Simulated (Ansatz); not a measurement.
# BF₂HO: geometry and frequencies at several levels, part 1 of 2

The task, for BF₂HO: geometry and frequencies at several levels.

Computed with Ansatz 0.2.0 (the levels named in each step, unless a step's input says otherwise).

## (1) The system as given

Bond lengths: O1–B2 1.319 Å, B2–F3 1.314 Å, B2–F4 1.328 Å, O1–H5 0.958 Å. Angles: O1–B2–F3 121.0°, O1–B2–F4 123.1°, F3–B2–F4 115.9°, B2–O1–H5 117.6°.

Structure file:

```xyz
5

O     1.2883   -0.4812    0.0427
B     0.0504   -0.0281    0.0014
F    -0.9702   -0.8523   -0.0703
F    -0.2493    1.2649    0.0285
H     1.9952    0.1626    0.0952
```

## (2) A rough first relaxation, PBE-D4/def2-SVP

File input.yaml:

```yaml
crystal:
  periodic: [false, false, false]
  atoms:
    - { symbol: O, position_ang: [1.28832, -0.48121, 0.04271] }
    - { symbol: B, position_ang: [0.05036, -0.02813, 0.00142] }
    - { symbol: F, position_ang: [-0.97019, -0.85227, -0.0703] }
    - { symbol: F, position_ang: [-0.24928, 1.2649, 0.02848] }
    - { symbol: H, position_ang: [1.99522, 0.16256, 0.09523] }
basis:
  gaussian: { orbitals: def2-SVP }
hamiltonian:
  xc: pbe
  dispersion: d4
relax:
  f_tol: 0.03
  max_steps: 200
```

Launch:

```console
$ ansatz run input.yaml --threads 2 --pin off --max-ram 5120MiB --backend cpu --events-out ev --progress --plain --runs-dir out
```

The log of the run, shortened:

```text
Warning: RAYON_NUM_THREADS=2 ignored (pool sized by the plan → 2); use --threads N
[...]
Functional definition: PBE
[...]
651 factors; their error is unknown
[...]
mean field -8163.39482858 eV, -299.9992266027 hartree, gradient 7.9e-5 eV, S^2 0.000000; 0 other end points of the search recorded, 0 dependent functions left out
[...]
reference -8163.39485378 eV, -299.9992275286 hartree; 16, 16 occupied and 45, 45 virtual orbitals, 651 factors
relax step   1: F+E_penalty+E_count = -8163.44868528 eV  Δ(F+E_penalty+E_count) = +0.000e0 eV  max|allowed force component| = 1.348e0 eV/Å  Δτ_max = 0.0000 Å  (23 SCF iters, accepted)
[...]
relax step   4: F+E_penalty+E_count = -8163.50883376 eV  Δ(F+E_penalty+E_count) = -2.368e-3 eV  max|allowed force component| = 8.532e-2 eV/Å  Δτ_max = 0.0153 Å  (24 SCF iters, accepted)
[...]
relax step   5: F+E_penalty+E_count = -8163.51007920 eV  Δ(F+E_penalty+E_count) = -1.245e-3 eV  max|allowed force component| = 2.936e-2 eV/Å  Δτ_max = 0.0186 Å  (23 SCF iters, accepted)
651 factors; their error is unknown
mean field -8163.45632653 eV, -300.0014866104 hartree, gradient 7.0e-5 eV, S^2 0.000000; 1 other end points of the search recorded, 0 dependent functions left out
[...]
reference -8163.45635140 eV, -300.0014875245 hartree; 16, 16 occupied and 45, 45 virtual orbitals, 651 factors
Total energy: -8163.51010407 eV, -300.0034628987 hartree
Atom 0 at     1.305193    -0.515016     0.042467 Å, force     0.015796    -0.012147     0.000734 eV/Å
Atom 1 at     0.041657    -0.028359     0.000973 Å, force    -0.017636     0.029355     0.000442 eV/Å
Atom 2 at    -0.982436    -0.873286    -0.071524 Å, force     0.002697     0.002291    -0.000119 eV/Å
Atom 3 at    -0.217963     1.286354     0.030606 Å, force    -0.003365    -0.018953    -0.000724 eV/Å
Atom 4 at     1.967979     0.196157     0.095018 Å, force     0.002507    -0.000546    -0.000333 eV/Å
Dipole moment:     0.371984     0.205870     0.023311 e Å
```

Wall time 3.5 s (2 threads of Arm Neoverse V2, shared host); peak memory 0.12 GiB.

The steps of the relaxation:

```csv
step,E - E(step 1) (eV),largest force component (eV/Å)
1,0.0000,1.3484
2,-0.0438,0.6628
3,-0.0578,0.1550
4,-0.0601,0.0853
5,-0.0614,0.0294
```

Step 1 is the start.

Before: Bond lengths: O1–B2 1.319 Å, B2–F3 1.314 Å, B2–F4 1.328 Å, O1–H5 0.958 Å. Angles: O1–B2–F3 121.0°, O1–B2–F4 123.1°, F3–B2–F4 115.9°, B2–O1–H5 117.6°.

After: Bond lengths: O1–B2 1.355 Å, B2–F3 1.330 Å, B2–F4 1.340 Å, O1–H5 0.974 Å. Angles: O1–B2–F3 119.5°, O1–B2–F4 122.2°, F3–B2–F4 118.4°, B2–O1–H5 112.0°.

## (3) Relaxation, HF/STO-3G

File input.yaml:

```yaml
crystal:
  periodic: [false, false, false]
  atoms:
    - { symbol: O, position_ang: [1.30519309, -0.51501614, 0.04246721] }
    - { symbol: B, position_ang: [0.04165704, -0.02835906, 0.00097331] }
    - { symbol: F, position_ang: [-0.98243641, -0.8732858, -0.07152381] }
    - { symbol: F, position_ang: [-0.21796316, 1.28635427, 0.03060553] }
    - { symbol: H, position_ang: [1.96797945, 0.19615674, 0.09501777] }
basis:
  gaussian: { orbitals: STO-3G }
hamiltonian:
  xc: hf
relax:
  f_tol: 0.002
  max_steps: 150
```

Launch:

```console
$ ansatz run input.yaml --threads 2 --pin off --max-ram 5120MiB --backend cpu --events-out ev --progress --plain --runs-dir out
```

The log of the run, shortened:

```text
Warning: RAYON_NUM_THREADS=2 ignored (pool sized by the plan → 2); use --threads N
[...]
Functional definition: HF
[...]
318 factors; integrals over basis functions are off by at most 1.4e-5 eV
[...]
mean field -8028.35166669 eV, -295.0364819387 hartree, gradient 5.8e-5 eV, S^2 0.000000; 0 other end points of the search recorded, 0 dependent functions left out
[...]
reference -8028.35166669 eV, -295.0364819387 hartree; 16, 16 occupied and 5, 5 virtual orbitals, 318 factors
relax step   1: F+E_penalty+E_count = -8028.35166669 eV  Δ(F+E_penalty+E_count) = +0.000e0 eV  max|allowed force component| = 1.292e0 eV/Å  Δτ_max = 0.0000 Å  (28 SCF iters, accepted)
[...]
relax step   5: F+E_penalty+E_count = -8028.38391133 eV  Δ(F+E_penalty+E_count) = -6.343e-6 eV  max|allowed force component| = 2.348e-3 eV/Å  Δτ_max = 0.0007 Å  (24 SCF iters, accepted)
[...]
relax step   6: F+E_penalty+E_count = -8028.38391139 eV  Δ(F+E_penalty+E_count) = -6.067e-8 eV  max|allowed force component| = 3.502e-4 eV/Å  Δτ_max = 0.0000 Å  (23 SCF iters, accepted)
318 factors; integrals over basis functions are off by at most 1.4e-5 eV
mean field -8028.38391139 eV, -295.0376669095 hartree, gradient 2.5e-5 eV, S^2 0.000000; 1 other end points of the search recorded, 0 dependent functions left out
[...]
reference -8028.38391139 eV, -295.0376669095 hartree; 16, 16 occupied and 5, 5 virtual orbitals, 318 factors
Total energy: -8028.38391139 eV, -295.0376669095 hartree
Atom 0 at     1.298712    -0.520463     0.042190 Å, force     0.000115    -0.000173     0.000003 eV/Å
Atom 1 at     0.034135    -0.026799     0.000744 Å, force    -0.000350    -0.000090    -0.000020 eV/Å
Atom 2 at    -0.970699    -0.863814    -0.070803 Å, force     0.000086     0.000091     0.000006 eV/Å
Atom 3 at    -0.200228     1.267835     0.030855 Å, force    -0.000058     0.000080     0.000001 eV/Å
Atom 4 at     1.952510     0.209091     0.094554 Å, force     0.000208     0.000092     0.000010 eV/Å
Dipole moment:     0.213104     0.220996     0.016540 e Å
```

Wall time 1.6 s (2 threads of Arm Neoverse V2, shared host); peak memory 0.099 GiB.

The steps of the relaxation:

```
step  E - E(step 1) (eV)  largest force component (eV/Å)
   1              0.0000                          1.2920
   2             -0.0287                          0.5120
   3             -0.0319                          0.1129
   4             -0.0322                          0.0132
   5             -0.0322                          0.0023
   6             -0.0322                          0.0003
```

Step 1 is the start.

Before: Bond lengths: O1–B2 1.355 Å, B2–F3 1.330 Å, B2–F4 1.340 Å, O1–H5 0.974 Å. Angles: O1–B2–F3 119.5°, O1–B2–F4 122.2°, F3–B2–F4 118.4°, B2–O1–H5 112.0°.

After: Bond lengths: O1–B2 1.358 Å, B2–F3 1.310 Å, B2–F4 1.316 Å, O1–H5 0.981 Å. Angles: O1–B2–F3 118.9°, O1–B2–F4 121.5°, F3–B2–F4 119.6°, B2–O1–H5 110.6°.

## (4) Frequencies, HF/STO-3G

File input.yaml:

```yaml
crystal:
  periodic: [false, false, false]
  atoms:
    - { symbol: O, position_ang: [1.29871209, -0.52046296, 0.04219011] }
    - { symbol: B, position_ang: [0.03413482, -0.02679884, 0.00074391] }
    - { symbol: F, position_ang: [-0.97069891, -0.86381424, -0.07080304] }
    - { symbol: F, position_ang: [-0.20022772, 1.26783492, 0.03085515] }
    - { symbol: H, position_ang: [1.95250972, 0.20909112, 0.09455388] }
basis:
  gaussian: { orbitals: STO-3G }
hamiltonian:
  xc: hf
phonons: {}
```

Launch:

```console
$ ansatz run input.yaml --threads 2 --pin off --max-ram 5120MiB --backend cpu --events-out ev --progress --plain --runs-dir out
```

The log of the run, shortened:

```text
Warning: RAYON_NUM_THREADS=2 ignored (pool sized by the plan → 2); use --threads N
[...]
[... 1 set-up line as earlier in the session ...]
[...]
318 factors; integrals over basis functions are off by at most 1.4e-5 eV
[...]
mean field -8028.38391813 eV, -295.0376671572 hartree, gradient 1.4e-5 eV, S^2 0.000000; 0 other end points of the search recorded, 0 dependent functions left out
[...]
reference -8028.38391813 eV, -295.0376671572 hartree; 16, 16 occupied and 5, 5 virtual orbitals, 318 factors
[...]
318 factors; integrals over basis functions are off by at most 1.4e-5 eV
[...]
mean field -8028.38367503 eV, -295.0376582235 hartree, gradient 1.6e-6 eV, S^2 0.000000; 0 other end points of the search recorded, 0 dependent functions left out
[...]
reference -8028.38367503 eV, -295.0376582235 hartree; 16, 16 occupied and 5, 5 virtual orbitals, 318 factors
[...]
318 factors; integrals over basis functions are off by at most 1.4e-5 eV
[...]
318 factors; integrals over basis functions are off by at most 1.4e-5 eV
[...]
mean field -8028.38385947 eV, -295.0376650015 hartree, gradient 1.6e-6 eV, S^2 0.000000; 0 other end points of the search recorded, 0 dependent functions left out
[...]
reference -8028.38385947 eV, -295.0376650015 hartree; 16, 16 occupied and 5, 5 virtual orbitals, 318 factors
Total energy: -8028.38391813 eV, -295.0376671572 hartree
Atom 0 at     1.298712    -0.520463     0.042190 Å, force     0.000090    -0.000120     0.000000 eV/Å
Atom 1 at     0.034135    -0.026799     0.000744 Å, force    -0.000375    -0.000117    -0.000021 eV/Å
Atom 2 at    -0.970699    -0.863814    -0.070803 Å, force     0.000082     0.000081     0.000006 eV/Å
Atom 3 at    -0.200228     1.267835     0.030855 Å, force    -0.000009     0.000060     0.000002 eV/Å
Atom 4 at     1.952510     0.209091     0.094554 Å, force     0.000212     0.000096     0.000013 eV/Å
Dipole moment:     0.213104     0.220995     0.016540 e Å
Vibrations: 478.39 519.70 581.01 708.66 980.67 1250.25 1644.58 1758.85 4320.57 cm⁻¹, zero-point energy 0.758950 eV
```

Run time: 1.9 s. Hardware: 2 threads of Arm Neoverse V2, shared host; peak memory 0.065 GiB.

Harmonic frequencies (cm⁻¹; negative: imaginary): 478, 520, 581, 709, 981, 1250, 1645, 1759, 4321.

## (5) Relaxation, HF/6-31G*

File input.yaml:

```yaml
crystal:
  periodic: [false, false, false]
  atoms:
    - { symbol: O, position_ang: [1.30519309, -0.51501614, 0.04246721] }
    - { symbol: B, position_ang: [0.04165704, -0.02835906, 0.00097331] }
    - { symbol: F, position_ang: [-0.98243641, -0.8732858, -0.07152381] }
    - { symbol: F, position_ang: [-0.21796316, 1.28635427, 0.03060553] }
    - { symbol: H, position_ang: [1.96797945, 0.19615674, 0.09501777] }
basis:
  gaussian: { orbitals: "6-31G*" }
hamiltonian:
  xc: hf
relax:
  f_tol: 0.002
  max_steps: 150
```

Launch:

```console
$ ansatz run input.yaml --threads 2 --pin off --max-ram 5120MiB --backend cpu --events-out ev --progress --plain --runs-dir out
```

The log of the run, shortened:

```text
Warning: RAYON_NUM_THREADS=2 ignored (pool sized by the plan → 2); use --threads N
[...]
[... 1 set-up line as earlier in the session ...]
[...]
599 factors; integrals over basis functions are off by at most 4.6e-4 eV
[...]
mean field -8141.37143644 eV, -299.1898818695 hartree, gradient 3.5e-5 eV, S^2 0.000000; 0 other end points of the search recorded, 0 dependent functions left out
[...]
reference -8141.37143644 eV, -299.1898818695 hartree; 16, 16 occupied and 46, 46 virtual orbitals, 599 factors
relax step   1: F+E_penalty+E_count = -8141.37143644 eV  Δ(F+E_penalty+E_count) = +0.000e0 eV  max|allowed force component| = 1.568e0 eV/Å  Δτ_max = 0.0000 Å  (24 SCF iters, accepted)
[...]
relax step   5: F+E_penalty+E_count = -8141.43049195 eV  Δ(F+E_penalty+E_count) = -7.187e-5 eV  max|allowed force component| = 2.929e-2 eV/Å  Δτ_max = 0.0030 Å  (24 SCF iters, accepted)
[...]
relax step   6: F+E_penalty+E_count = -8141.43052065 eV  Δ(F+E_penalty+E_count) = -2.870e-5 eV  max|allowed force component| = 8.797e-4 eV/Å  Δτ_max = 0.0013 Å  (23 SCF iters, accepted)
599 factors; integrals over basis functions are off by at most 4.0e-4 eV
mean field -8141.43052065 eV, -299.1920531740 hartree, gradient 5.2e-5 eV, S^2 0.000000; 1 other end points of the search recorded, 0 dependent functions left out
[...]
reference -8141.43052065 eV, -299.1920531740 hartree; 16, 16 occupied and 46, 46 virtual orbitals, 599 factors
Total energy: -8141.43052065 eV, -299.1920531740 hartree
Atom 0 at     1.294388    -0.493659     0.042849 Å, force    -0.000640    -0.000059    -0.000016 eV/Å
Atom 1 at     0.042289    -0.027474     0.001099 Å, force     0.000346     0.000880    -0.000100 eV/Å
Atom 2 at    -0.963474    -0.859127    -0.070337 Å, force     0.000284    -0.000657     0.000053 eV/Å
Atom 3 at    -0.214446     1.264145     0.030097 Å, force     0.000134     0.000030     0.000047 eV/Å
Atom 4 at     1.955673     0.181966     0.093832 Å, force    -0.000125    -0.000193     0.000016 eV/Å
Dipole moment:     0.362949     0.239208     0.023861 e Å
```

It took 2.7 s on 2 threads of Arm Neoverse V2, shared host; peak memory 0.12 GiB.

The steps of the relaxation:

| step | E - E(step 1) (eV) | largest force component (eV/Å) |
| --- | --- | --- |
| 1 | 0.0000 | 1.5680 |
| 2 | -0.0530 | 0.4898 |
| 3 | -0.0586 | 0.0635 |
| 4 | -0.0590 | 0.0854 |
| 5 | -0.0591 | 0.0293 |
| 6 | -0.0591 | 0.0009 |

Step 1 is the start.

Before: Bond lengths: O1–B2 1.355 Å, B2–F3 1.330 Å, B2–F4 1.340 Å, O1–H5 0.974 Å. Angles: O1–B2–F3 119.5°, O1–B2–F4 122.2°, F3–B2–F4 118.4°, B2–O1–H5 112.0°.

After: Bond lengths: O1–B2 1.337 Å, B2–F3 1.307 Å, B2–F4 1.317 Å, O1–H5 0.947 Å. Angles: O1–B2–F3 120.0°, O1–B2–F4 121.6°, F3–B2–F4 118.4°, B2–O1–H5 114.0°.

## (6) Frequencies, HF/6-31G*

File input.yaml:

```yaml
crystal:
  periodic: [false, false, false]
  atoms:
    - { symbol: O, position_ang: [1.2943884, -0.49365906, 0.04284863] }
    - { symbol: B, position_ang: [0.04228865, -0.02747437, 0.00109904] }
    - { symbol: F, position_ang: [-0.96347438, -0.85912745, -0.07033659] }
    - { symbol: F, position_ang: [-0.21444595, 1.26414464, 0.03009705] }
    - { symbol: H, position_ang: [1.95567328, 0.18196624, 0.09383189] }
basis:
  gaussian: { orbitals: "6-31G*" }
hamiltonian:
  xc: hf
phonons: {}
```

Launch:

```console
$ ansatz run input.yaml --threads 2 --pin off --max-ram 5120MiB --backend cpu --events-out ev --progress --plain --runs-dir out
```

The log of the run, shortened:

```text
Warning: RAYON_NUM_THREADS=2 ignored (pool sized by the plan → 2); use --threads N
[...]
[... 1 set-up line as earlier in the session ...]
[...]
599 factors; integrals over basis functions are off by at most 4.1e-4 eV
[...]
mean field -8141.43052065 eV, -299.1920531742 hartree, gradient 3.0e-5 eV, S^2 0.000000; 0 other end points of the search recorded, 0 dependent functions left out
[...]
reference -8141.43052065 eV, -299.1920531742 hartree; 16, 16 occupied and 46, 46 virtual orbitals, 599 factors
[...]
599 factors; integrals over basis functions are off by at most 4.1e-4 eV
[...]
mean field -8141.43028553 eV, -299.1920445335 hartree, gradient 1.4e-6 eV, S^2 0.000000; 0 other end points of the search recorded, 0 dependent functions left out
[...]
reference -8141.43028553 eV, -299.1920445335 hartree; 16, 16 occupied and 46, 46 virtual orbitals, 599 factors
[...]
599 factors; integrals over basis functions are off by at most 4.1e-4 eV
[...]
599 factors; integrals over basis functions are off by at most 4.1e-4 eV
mean field -8141.43051669 eV, -299.1920530286 hartree, gradient 1.3e-6 eV, S^2 0.000000; 0 other end points of the search recorded, 0 dependent functions left out
[...]
reference -8141.43051669 eV, -299.1920530286 hartree; 16, 16 occupied and 46, 46 virtual orbitals, 599 factors
Total energy: -8141.43052065 eV, -299.1920531742 hartree
Atom 0 at     1.294388    -0.493659     0.042849 Å, force    -0.000639    -0.000061    -0.000016 eV/Å
Atom 1 at     0.042289    -0.027474     0.001099 Å, force     0.000346     0.000881    -0.000100 eV/Å
Atom 2 at    -0.963474    -0.859127    -0.070337 Å, force     0.000285    -0.000657     0.000053 eV/Å
Atom 3 at    -0.214446     1.264145     0.030097 Å, force     0.000134     0.000029     0.000047 eV/Å
Atom 4 at     1.955673     0.181966     0.093832 Å, force    -0.000125    -0.000192     0.000016 eV/Å
Dipole moment:     0.362949     0.239208     0.023861 e Å
Vibrations: 471.04 509.12 565.73 743.52 937.52 1094.90 1551.20 1600.01 4135.34 cm⁻¹, zero-point energy 0.719629 eV
```

Wall time 7.1 s (2 threads of Arm Neoverse V2, shared host); peak memory 0.092 GiB.

Harmonic frequencies (cm⁻¹; negative: imaginary): 471, 509, 566, 744, 938, 1095, 1551, 1600, 4135.

## (7) Relaxation, LDA/def2-SVP

File input.yaml:

```yaml
crystal:
  periodic: [false, false, false]
  atoms:
    - { symbol: O, position_ang: [1.30519309, -0.51501614, 0.04246721] }
    - { symbol: B, position_ang: [0.04165704, -0.02835906, 0.00097331] }
    - { symbol: F, position_ang: [-0.98243641, -0.8732858, -0.07152381] }
    - { symbol: F, position_ang: [-0.21796316, 1.28635427, 0.03060553] }
    - { symbol: H, position_ang: [1.96797945, 0.19615674, 0.09501777] }
basis:
  gaussian: { orbitals: def2-SVP }
hamiltonian:
  xc: lda
relax:
  f_tol: 0.002
  max_steps: 150
```

Launch:

```console
$ ansatz run input.yaml --threads 2 --pin off --max-ram 5120MiB --backend cpu --events-out ev --progress --plain --runs-dir out
```

The log of the run, shortened:

```text
Warning: RAYON_NUM_THREADS=2 ignored (pool sized by the plan → 2); use --threads N
[...]
Functional definition: SPW92
[...]
651 factors; their error is unknown
[...]
mean field -8115.26633143 eV, -298.2305369551 hartree, gradient 8.0e-5 eV, S^2 0.000000; 0 other end points of the search recorded, 0 dependent functions left out
[...]
reference -8115.26635516 eV, -298.2305378270 hartree; 16, 16 occupied and 45, 45 virtual orbitals, 651 factors
relax step   1: F+E_penalty+E_count = -8115.26633143 eV  Δ(F+E_penalty+E_count) = +0.000e0 eV  max|allowed force component| = 7.554e-1 eV/Å  Δτ_max = 0.0000 Å  (24 SCF iters, accepted)
[...]
relax step   6: F+E_penalty+E_count = -8115.28313141 eV  Δ(F+E_penalty+E_count) = -4.996e-5 eV  max|allowed force component| = 1.354e-2 eV/Å  Δτ_max = 0.0015 Å  (18 SCF iters, accepted)
[...]
relax step   7: F+E_penalty+E_count = -8115.28317503 eV  Δ(F+E_penalty+E_count) = -4.362e-5 eV  max|allowed force component| = 5.582e-4 eV/Å  Δτ_max = 0.0038 Å  (25 SCF iters, accepted)
651 factors; their error is unknown
mean field -8115.28317503 eV, -298.2311559459 hartree, gradient 8.6e-5 eV, S^2 0.000000; 1 other end points of the search recorded, 0 dependent functions left out
[...]
reference -8115.28319876 eV, -298.2311568179 hartree; 16, 16 occupied and 45, 45 virtual orbitals, 651 factors
Total energy: -8115.28319876 eV, -298.2311568179 hartree
Atom 0 at     1.293438    -0.508263     0.042286 Å, force    -0.000135    -0.000135     0.000113 eV/Å
Atom 1 at     0.041867    -0.028478     0.001023 Å, force    -0.000083     0.000558     0.000089 eV/Å
Atom 2 at    -0.971751    -0.862956    -0.070786 Å, force     0.000115    -0.000347    -0.000092 eV/Å
Atom 3 at    -0.215575     1.270658     0.030234 Å, force    -0.000122     0.000081     0.000009 eV/Å
Atom 4 at     1.966451     0.194889     0.094782 Å, force     0.000224    -0.000157    -0.000119 eV/Å
Dipole moment:     0.384715     0.215338     0.024117 e Å
```

It took 3.5 s on 2 threads of Arm Neoverse V2, shared host; peak memory 0.12 GiB.

The steps of the relaxation:

| step | E - E(step 1) (eV) | largest force component (eV/Å) |
| --- | --- | --- |
| 1 | 0.0000 | 0.7554 |
| 2 | -0.0145 | 0.2924 |
| 3 | -0.0167 | 0.0354 |
| 4 | -0.0167 | 0.0279 |
| 5 | -0.0167 | 0.0444 |
| 6 | -0.0168 | 0.0135 |
| 7 | -0.0168 | 0.0006 |

Step 1 is the start. Step 5 was tried and not accepted.

Before: Bond lengths: O1–B2 1.355 Å, B2–F3 1.330 Å, B2–F4 1.340 Å, O1–H5 0.974 Å. Angles: O1–B2–F3 119.5°, O1–B2–F4 122.2°, F3–B2–F4 118.4°, B2–O1–H5 112.0°.

After: Bond lengths: O1–B2 1.341 Å, B2–F3 1.315 Å, B2–F4 1.325 Å, O1–H5 0.975 Å. Angles: O1–B2–F3 119.6°, O1–B2–F4 122.1°, F3–B2–F4 118.3°, B2–O1–H5 112.8°.

## (8) Frequencies, LDA/def2-SVP

File input.yaml:

```yaml
crystal:
  periodic: [false, false, false]
  atoms:
    - { symbol: O, position_ang: [1.29343786, -0.50826301, 0.04228598] }
    - { symbol: B, position_ang: [0.04186654, -0.02847829, 0.00102343] }
    - { symbol: F, position_ang: [-0.97175072, -0.8629558, -0.07078557] }
    - { symbol: F, position_ang: [-0.21557488, 1.27065777, 0.03023449] }
    - { symbol: H, position_ang: [1.9664512, 0.19488935, 0.09478168] }
basis:
  gaussian: { orbitals: def2-SVP }
hamiltonian:
  xc: lda
phonons: {}
```

Launch:

```console
$ ansatz run input.yaml --threads 2 --pin off --max-ram 5120MiB --backend cpu --events-out ev --progress --plain --runs-dir out
```

The log of the run, shortened:

```text
Warning: RAYON_NUM_THREADS=2 ignored (pool sized by the plan → 2); use --threads N
[...]
[... 1 set-up line as earlier in the session ...]
[...]
651 factors; their error is unknown
[...]
mean field -8115.28317596 eV, -298.2311559800 hartree, gradient 7.2e-5 eV, S^2 0.000000; 0 other end points of the search recorded, 0 dependent functions left out
[...]
reference -8115.28319969 eV, -298.2311568519 hartree; 16, 16 occupied and 45, 45 virtual orbitals, 651 factors
[...]
651 factors; their error is unknown
mean field -8115.28297120 eV, -298.2311484551 hartree, gradient 9.1e-7 eV, S^2 0.000000; 0 other end points of the search recorded, 0 dependent functions left out
[...]
reference -8115.28299493 eV, -298.2311493272 hartree; 16, 16 occupied and 45, 45 virtual orbitals, 651 factors
[...]
651 factors; their error is unknown
[...]
651 factors; their error is unknown
mean field -8115.28317288 eV, -298.2311558668 hartree, gradient 1.2e-6 eV, S^2 0.000000; 0 other end points of the search recorded, 0 dependent functions left out
[...]
reference -8115.28319661 eV, -298.2311567387 hartree; 16, 16 occupied and 45, 45 virtual orbitals, 651 factors
Total energy: -8115.28319969 eV, -298.2311568519 hartree
Atom 0 at     1.293438    -0.508263     0.042286 Å, force    -0.000140    -0.000132     0.000113 eV/Å
Atom 1 at     0.041867    -0.028478     0.001023 Å, force    -0.000095     0.000553     0.000088 eV/Å
Atom 2 at    -0.971751    -0.862956    -0.070786 Å, force     0.000130    -0.000342    -0.000091 eV/Å
Atom 3 at    -0.215575     1.270658     0.030234 Å, force    -0.000118     0.000080     0.000009 eV/Å
Atom 4 at     1.966451     0.194889     0.094782 Å, force     0.000223    -0.000159    -0.000119 eV/Å
Dipole moment:     0.384716     0.215339     0.024117 e Å
Vibrations: 433.74 475.10 527.44 671.15 888.92 947.52 1476.46 1540.05 3776.09 cm⁻¹, zero-point energy 0.665577 eV
```

It took 7.2 s on 2 threads of Arm Neoverse V2, shared host; peak memory 0.088 GiB.

Harmonic frequencies (cm⁻¹; negative: imaginary): 434, 475, 527, 671, 889, 948, 1476, 1540, 3776.

(Continued in part 2 of 2.)
